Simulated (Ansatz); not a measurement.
**CH₅ClOSi: a ladder of functionals and wavefunction methods**

Aim: compute CH₅ClOSi with functionals from several rungs and with coupled cluster. The yardstick is the atomisation energy at the CCSD(T) limit.

The runs use Ansatz 0.2.0, Gaussian basis; functionals in def2-TZVPP, the program's frozen cores in correlated methods.

Levels to be run: LDA (SPW92), PBE-D4, revPBE-D4, BLYP-D4, r2SCAN-D4, B97M-V, PBE0-D4, B3LYP-D4, r2SCANh-D4, r2SCAN0-D4, HSE06-D4, BHLYP-D4, CAM-B3LYP-D4, LC-ωPBE, ωB97X-V, ωB97M-V, B2PLYP, PBE-QIDH; CCSD(T)/def2-SVP; CCSD(T)/def2-TZVPP; MP2/def2-QZVPP; extrapolation to the limit; RPA on PBE.

## 1. The relaxed structure

An earlier PBE0-D4 in a triple-zeta def2 set relaxation fixed the geometry.

SMILES `CO[SiH2]Cl`, 9 atoms, charge 0, spin multiplicity 1.

Atoms are counted from 1 here; the program's logs count them from 0.

Bond lengths: C1–O2 1.412 Å, C1–H5 1.090 Å, C1–H6 1.094 Å, C1–H7 1.096 Å, O2–Si3 1.626 Å, Si3–Cl4 2.057 Å, Si3–H8 1.474 Å, Si3–H9 1.483 Å. Angles: O2–C1–H5 108.0°, O2–C1–H6 110.9°, O2–C1–H7 111.5°, H5–C1–H6 108.9°, H5–C1–H7 108.7°, H6–C1–H7 108.8°, C1–O2–Si3 124.4°, O2–Si3–Cl4 111.0°, O2–Si3–H8 106.8°, O2–Si3–H9 111.2°, Cl4–Si3–H8 108.7°, Cl4–Si3–H9 106.0°, H8–Si3–H9 113.2°.

## 2. LDA

This LDA is Slater exchange with PW92 correlation.

File in.yaml:

```yaml
crystal:
  periodic: [false, false, false]
  atoms:
    - {symbol: C, position_ang: [-0.840996, 0.987355, 0.446962]}
    - {symbol: O, position_ang: [0.418213, 0.685475, -0.117201]}
    - {symbol: Si, position_ang: [0.891229, -0.804857, -0.562558]}
    - {symbol: Cl, position_ang: [0.958083, -2.072582, 1.056271]}
    - {symbol: H, position_ang: [-0.939892, 2.072450, 0.489686]}
    - {symbol: H, position_ang: [-0.920763, 0.584017, 1.460604]}
    - {symbol: H, position_ang: [-1.659148, 0.583587, -0.159737]}
    - {symbol: H, position_ang: [2.251459, -0.671672, -1.115304]}
    - {symbol: H, position_ang: [-0.069584, -1.410074, -1.515824]}
basis:
  gaussian: {orbitals: def2-TZVPP}
hamiltonian: {xc: lda}
output: {orbitals: {seedname: orbitals}}
```

Further steps of the session: PBE-D4 (GGA); revPBE-D4 (GGA); BLYP-D4 (GGA); r2SCAN-D4 (meta-GGA); B97M-V (meta-GGA); PBE0-D4 (hybrid); B3LYP-D4 (hybrid); r2SCANh-D4 (hybrid); r2SCAN0-D4 (hybrid); HSE06-D4 (hybrid); BHLYP-D4 (hybrid); CAM-B3LYP-D4 (range-separated); LC-ωPBE-D4 (range-separated); ωB97X-V (range-separated); ωB97M-V (range-separated); B2PLYP (double hybrid); PBE-QIDH (double hybrid); CCSD(T) in def2-SVP; CCSD(T) in def2-TZVPP; MP2 in def2-QZVPP; RPA on PBE orbitals.

Before running them: what should the planned runs give, taken together? Wanted: atomisation energy, CCSD(T)/CBS; farthest beyond LDA; mean size of error, GGA; mean size of error, meta-GGA; mean size of error, hybrid; mean size of error, range-separated; mean size of error, double hybrid; gap, smallest and largest; T1 diagnostic.

As calculated:

| quantity | value |
| --- | --- |
| atomisation energy, CCSD(T)/CBS | 765.4 kcal/mol |
| functionals within 3.8 kcal/mol (0.5 %) | PBE-D4, r2SCAN-D4, B97M-V, CAM-B3LYP-D4, ωB97X-V, ωB97M-V |
| farthest beyond LDA | BHLYP-D4 (-22.3 kcal/mol) |
| mean size of error, GGA | 8.5 kcal/mol |
| mean size of error, meta-GGA | 0.6 kcal/mol |
| mean size of error, hybrid | 9.6 kcal/mol |
| mean size of error, range-separated | 2.7 kcal/mol |
| mean size of error, double hybrid | 10.1 kcal/mol |
| gap, smallest and largest | 6.57 eV (LDA (SPW92)), 14.13 eV (LC-ωPBE) |
| T1 diagnostic | 0.0103 |
| triples share of the correlation energy | 3.6 % |

LDA overbinds by 97.6 kcal/mol (13 %). PBE-D4 misses by +3.1 kcal/mol. Double hybrids carry the basis error of their MP2 part in triple zeta, and no dispersion term here, so their miss is partly the set-up's. The rungs meta-GGA, range-separated miss on average by less than the doubt on the reference (3.8 kcal/mol), so they tie. Misses under about 3.8 kcal/mol are within the doubt on the reference itself, which lacks core-valence correlation, relativity and higher excitations. Hartree-Fock recovers 74 % of the binding; the rest is correlation. CCSD(T) in def2-SVP is off by -51.9 kcal/mol, more than most functionals: a good method in a small basis is no reference. Orbital gaps span 6.6 to 14.1 eV; exact exchange widens them.
